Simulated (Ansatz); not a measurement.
# PBE0/6-31G(d) (spherical functions) run of AlBH2OF2 (SMILES O[B](F)[AlH][F])

Aim: the energy change on altering one bond length of AlBH2OF2 at PBE0/6-31G* (spherical functions), from 2 runs. 

Program for the calculation: Ansatz 0.2.0.

128 further runs of the same task are left out: 128 set aside as unsound or not needed.

## Step 1: The molecule

The species is AlBH2OF2 (7 atoms), meant as a singlet with charge 0. SMILES: `O[B](F)[AlH][F]`. Geometry: relaxed at PBE0-D4/def2-TZVP. This is one conformer, not always the lowest.

Bond lengths: O1–B2 1.351 Å, B2–F3 1.331 Å, B2–Al4 2.153 Å, Al4–F5 1.661 Å, O1–H6 0.961 Å, Al4–H7 1.580 Å. Angles: O1–B2–F3 115.5°, O1–B2–Al4 122.4°, F3–B2–Al4 122.1°, B2–Al4–F5 111.0°, B2–O1–H6 113.4°, B2–Al4–H7 132.2°, F5–Al4–H7 116.8°.

## Step 2: The energy at PBE0/6-31G(d) (spherical functions)

File job.yaml:

```yaml
crystal:
  periodic: [false, false, false]
  atoms:
    - {symbol: O, position_ang: [0.462300, -0.166500, 1.769000]}
    - {symbol: B, position_ang: [0.511800, -0.675600, 0.519100]}
    - {symbol: F, position_ang: [1.170800, -1.824800, 0.394500]}
    - {symbol: Al, position_ang: [-0.411500, 0.301600, -1.162100]}
    - {symbol: F, position_ang: [-1.152700, 1.713100, -0.697800]}
    - {symbol: H, position_ang: [-0.019900, 0.662300, 1.825000]}
    - {symbol: H, position_ang: [-0.499600, -0.078200, -2.693300]}
basis:
  gaussian: {orbitals: 6-31G_st_-spherical.json}
hamiltonian: {xc: {name: PBE0}}
accuracy: high
output: {orbitals: {seedname: orbitals}}
```

The basis set 6-31G* is read from a file made from the Basis Set Exchange's data (not shown).

Run with:

```bash
$ ansatz run job.yaml --threads 1 --pin off --max-ram 3480MiB --events-out events.jsonl --progress --plain --runs-dir runs
```

Log:

```text
Warning: RAYON_NUM_THREADS=1 ignored (pool sized by the plan → 1); use --threads N
Functional definition: PBE0
  name "PBE0"
  parameter a = 0.25
  parameter kappa = 0.804
  parameter beta = 0.06672455060314922
  exchange = (1 - a)*pbe_x(kappa = kappa, mu = beta*pi^2/3) + a*exact_x
  correlation = pbe_c(beta = beta)
1697 factors; integrals over basis functions are off by at most 5.8e-9 eV
mean field evaluation 1: about -14773.4342 eV, gradient 5.6e1 eV
mean field evaluation 2: about -14764.7469 eV, gradient 9.1e1 eV
mean field evaluation 4: about -14778.4535 eV, gradient 3.7e0 eV
mean field evaluation 8: about -14778.6350 eV, gradient 2.2e-1 eV
mean field evaluation 16: about -14778.6351 eV, gradient 4.2e-5 eV
mean field -14778.63507888 eV, -543.1048218301 hartree, gradient 2.4e-8 eV, S^2 0.000000; 0 other end points of the search recorded, 0 dependent functions left out
reference -14778.63508196 eV, -543.1048219432 hartree; 23, 23 occupied and 55, 55 virtual orbitals, 1697 factors
Total energy: -14778.63508196 eV, -543.1048219432 hartree
```

Run time: 6.9 s. Hardware: 1 thread of Arm Neoverse V1, shared host; peak memory 0.24 GiB.

## Step 3: The distorted shape at the same level

File molecule.yaml:

```yaml
crystal:
  periodic: [false, false, false]
  atoms:
    - {symbol: O, position_ang: [0.532780, 0.137339, 2.993956]}
    - {symbol: B, position_ang: [0.582280, -0.371761, 1.744056]}
    - {symbol: F, position_ang: [1.241280, -1.520961, 1.619456]}
    - {symbol: Al, position_ang: [-0.341020, 0.605439, 0.062856]}
    - {symbol: F, position_ang: [-1.082220, 2.016939, 0.527156]}
    - {symbol: H, position_ang: [0.050580, 0.966139, 3.049956]}
    - {symbol: H, position_ang: [-0.499600, -0.078200, -2.693300]}
basis:
  gaussian:
    orbitals: 6-31G_st_-spherical.json
hamiltonian:
  xc: pbe0
accuracy: high
output:
  orbitals: {seedname: orbitals}
```

The basis set 6-31G* is read from a file made from the Basis Set Exchange's data (not shown).

Run with:

```bash
$ ansatz run molecule.yaml --threads 1 --pin off --max-ram 3480MiB --events-out events.jsonl --progress --plain --runs-dir runs
```

Log:

```text
Warning: RAYON_NUM_THREADS=1 ignored (pool sized by the plan → 1); use --threads N
[... 7 set-up lines as earlier in the session ...]
1688 factors; integrals over basis functions are off by at most 7.5e-9 eV
mean field evaluation 1: about -14770.0366 eV, gradient 5.6e1 eV
mean field evaluation 2: about -14758.5879 eV, gradient 9.7e1 eV
mean field evaluation 4: about -14775.5513 eV, gradient 3.8e0 eV
mean field evaluation 8: about -14775.7177 eV, gradient 2.2e-1 eV
mean field evaluation 16: about -14775.7178 eV, gradient 1.5e-4 eV
mean field -14775.71779541 eV, -542.9976136401 hartree, gradient 2.1e-8 eV, S^2 0.000000; 0 other end points of the search recorded, 0 dependent functions left out
reference -14775.71779845 eV, -542.9976137518 hartree; 23, 23 occupied and 55, 55 virtual orbitals, 1688 factors
Total energy: -14775.71779845 eV, -542.9976137518 hartree
```

Wall time 6.6 s (1 thread of Arm Neoverse V1, shared host); peak memory 0.24 GiB.

## Step 4: What came out

At PBE0/6-31G* (spherical functions):

| quantity | value |
| --- | --- |
| first shape: total energy | -543.10482 Eh |
| first shape: HOMO energy | -7.67 eV |
| first shape: LUMO energy | -1.84 eV |
| first shape: HOMO–LUMO gap | 5.83 eV |
| distorted shape: total energy | -542.99761 Eh |
| distorted shape: HOMO energy | -6.53 eV |
| distorted shape: LUMO energy | -2.45 eV |
| distorted shape: HOMO–LUMO gap | 4.08 eV |
| energy change with the Al4–H7 bond stretched from 1.580 to 2.844 Å | 2.917 eV |

With the Al4–H7 bond stretched from 1.580 to 2.844 Å the energy rises by 2.92 eV (281 kJ/mol). The first shape isn't relaxed at this level, so the change isn't measured from a minimum.
